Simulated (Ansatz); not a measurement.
# Rb3LuTe4: the cost of one run

Method: DFT PBE, scalar-relativistic, plane waves, PAW, in Ansatz 0.2.0.

## 1. The system as given

The structure is cubic, space group Pm-3m (No. 221). The conventional cell has a = 6.514 Å, b = 6.514 Å, c = 6.514 Å, α = 90.00°, β = 90.00°, γ = 90.00°. Around Rb (site symmetry 4/mmm) lie 6 Te at 3.26 Å. Around Lu (site symmetry m-3m) lie 6 Te at 3.26 Å. Te (site symmetry m-3m) is surrounded by 6 Rb at 3.26 Å. Around Te (site symmetry 4/mmm) lie 4 Rb at 3.26 Å and 2 Lu at 3.26 Å.

Coordinates:

```cif
data_structure
_symmetry_space_group_name_H-M 'P 1'
_symmetry_Int_Tables_number 1
_cell_length_a 6.5139
_cell_length_b 6.5139
_cell_length_c 6.5139
_cell_angle_alpha 90.000
_cell_angle_beta 90.000
_cell_angle_gamma 90.000
_cell_volume 276.39
loop_
_atom_site_label
_atom_site_type_symbol
_atom_site_fract_x
_atom_site_fract_y
_atom_site_fract_z
_atom_site_occupancy
Rb1 Rb 0.00000 0.00000 0.50000 1
Rb2 Rb 0.00000 0.50000 0.00000 1
Rb3 Rb 0.50000 0.00000 0.00000 1
Lu1 Lu 0.50000 0.50000 0.50000 1
Te1 Te 0.00000 0.00000 0.00000 1
Te2 Te 0.50000 0.50000 0.00000 1
Te3 Te 0.50000 0.00000 0.50000 1
Te4 Te 0.00000 0.50000 0.50000 1
```

A structure generator made this guess: species swapped into a database cell of Ba3SrO4 (Pm-3m, No. 221), with Rb on the Ba sites, Lu on the Sr sites and Te on the O sites. Its size is a rough estimate.

## 2. The guess as it stands, on a coarse mesh

Input file input.yaml:

```yaml
crystal:
  lattice:
    - [6.51390832, 0.0, 0.0]
    - [0.0, 6.51390832, 0.0]
    - [0.0, 0.0, 6.51390832]
  atoms:
    - { symbol: Rb, position: [0.0, 0.0, 0.5] }
    - { symbol: Rb, position: [0.0, 0.5, 0.0] }
    - { symbol: Rb, position: [0.5, 0.0, 0.0] }
    - { symbol: Lu, position: [0.5, 0.5, 0.5] }
    - { symbol: Te, position: [0.0, 0.0, 0.0] }
    - { symbol: Te, position: [0.5, 0.5, 0.0] }
    - { symbol: Te, position: [0.5, 0.0, 0.5] }
    - { symbol: Te, position: [0.0, 0.5, 0.5] }
basis:
  ecutwfc: 420
kpoints:
  mp_grid: { grid: [4, 4, 4] }
hamiltonian:
  xc: pbe
scf:
  occupations: { method: gaussian, width: 0.1 }
  lower_state_search: "off"
output:
  forces: true
  stress: true
  eigenvalues: true
```

Started as:

```console
$ ansatz run input.yaml --threads 1 --pin off --max-ram 2048MiB --backend cpu --events-out ev --progress --plain --runs-dir out
```

What time and memory should one allow on 1 thread of Arm Neoverse N1, shared host?

About 26 s, with a peak of 0.57 GiB.
